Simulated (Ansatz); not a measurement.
SnF4, space group I4/mmm, a single point

With the Python package of Ansatz (0.2.0).

`snf4.cif`
```cif
data_SnF4
_cell_length_a 4.891061
_cell_length_b 4.891061
_cell_length_c 4.891061
_cell_angle_alpha 131.08469
_cell_angle_beta 131.08469
_cell_angle_gamma 71.67856
_symmetry_space_group_name_H-M 'P 1'
_symmetry_Int_Tables_number 1
loop_
_symmetry_equiv_pos_as_xyz
'x, y, z'
loop_
_atom_site_label
_atom_site_type_symbol
_atom_site_fract_x
_atom_site_fract_y
_atom_site_fract_z
Sn1 Sn    0.000000    0.000000    0.000000
F2 F    0.237000    0.237000    0.000000
F3 F    0.763000    0.763000    0.000000
F4 F    0.500000    0.000000    0.500000
F5 F    0.000000    0.500000    0.500000
```

The cells in order, each with its output:

```python
from dataclasses import dataclass
import warnings

import ansatz
from ase.io import read
import numpy as np
```

```python
@dataclass
class Settings:
    filling: str = 'cold'
    k_length: int = 14
```

```python
settings = Settings()
```

```python
warnings.simplefilter('ignore', ansatz.DeckWarning)
```

```python
atoms = read('snf4.cif')
snf4 = ansatz.Crystal.from_ase(atoms)
```

```python
# settings of the run
calc = snf4.calculation()
calc = calc.pseudopotentials('paw')
calc = calc.occupations(settings.filling)
calc = calc.kpoints(length=settings.k_length).functional(ansatz.Functional.R2SCAN)
calc = calc.density().stress()
res = calc.run()
summary = res.report
```

    

```python
sorted(key for key in summary if key.endswith('_ev'))
```

    ['energy_sigma0_ev', 'entropy_ts_ev', 'fermi_energy_ev', 'free_energy_ev', 'gap_by_band_count_ev',
     'harris_foulkes_ev', 'internal_energy_ev', 'lagrangian_above_aufbau_ev', 'lagrangian_ev',
     'lagrangian_sigma0_ev']

```python
res.unlabelled_reasons
```

    ['no_forces']

```python
summary['free_energy_ev']
```

    -9279.167401877403

```python
for key in ('converged', 'n_iterations', 'n_electrons', 'n_kpoints', 'n_pw', 'n_symmetry_ops', 'free_energy_ev', 'fermi_energy_ev'):
    print(f'{key:18s} {summary[key]}')

rho = res.density()
total = sum(ch.density_e_per_ang3 for ch in rho.channels[:2]) if len(rho.channels) < 3 else rho.channels[0].density_e_per_ang3
print('grid', rho.dims, 'electrons', round(float(total.mean() * rho.cell_volume_ang3), 4))
profile = total.mean(axis=(0, 2))
print('planar average along grid axis 1 (e/A^3):')
print(np.array2string(profile[:: max(len(profile) // 16, 1)], precision=4))
```

    converged          True
    n_iterations       7
    n_electrons        42.0
    n_kpoints          27
    n_pw               1663
    n_symmetry_ops     4
    free_energy_ev     -9279.167401877403
    fermi_energy_ev    4.330834527184555
    grid (36, 36, 36) electrons 42.0
    planar average along grid axis 1 (e/A^3):
    [1.2544 1.0875 0.7817 0.6422 0.6222 0.5415 0.4015 0.3646 0.4704 0.5467
     0.4704 0.3646 0.4015 0.5415 0.6222 0.6422 0.7817 1.0875]

```python
# pressure is a third of the trace
print('pressure by term (GPa)')
for term, tensor in summary['stress_terms_gpa'].items():
    if np.any(tensor):
        print(f'  {term:28s} {np.trace(np.array(tensor)) / 3:12.3f}')
print(f'  {"total":28s} {np.trace(np.array(summary["stress_gpa"])) / 3:12.3f}')
```

    pressure by term (GPa)
      kinetic                          1675.831
      hartree                          1237.978
      ewald                           -2421.844
      local_pseudopotential             693.357
      nonlocal_pseudopotential         -614.299
      augmentation                     -226.506
      nlcc                             -774.758
      xc                                432.293
      augmentation_tail                  -0.061
      scf_correction                     -0.003
      pulay_correction                    0.155
      total                               2.143

Reading the output:
- Total energies depend on the potentials; only differences at equal settings carry meaning. A total without «per atom» is that of the cell as typed.
- Along an axis with an odd division the mesh misses the point at one half; a gap read on a finite mesh is an upper bound on this functional's gap.
- Semilocal gaps usually lie well under measured ones.
- Energy and stress may still move on a finer k-point mesh.
- An absolute Fermi energy rests on an arbitrary zero of the periodic potential and has no direct meaning.
- The mesh has less symmetry than the crystal, which the program warned of.
- Pressure is positive in compression.
- In a crystal with a gap the Fermi level's place inside it depends on smearing and mesh.
- The fields are valence quantities on the plane-wave grid; their values near the nuclei depend on the potentials.
- The structure is a deposited one; some such entries were measured under pressure or heat, so a shift against it needn't be the functional's error alone.
- Levels are Kohn-Sham eigenvalues on this mesh, without spin-orbit coupling.
- The script silences the warnings on its input, which a real study should read.
- Run time: 9.4 s on 1 thread of Arm Neoverse V1, with other jobs on the host, peak memory 0.68 GiB.

(Lines on the test bed's own set-up are left out of the output.)
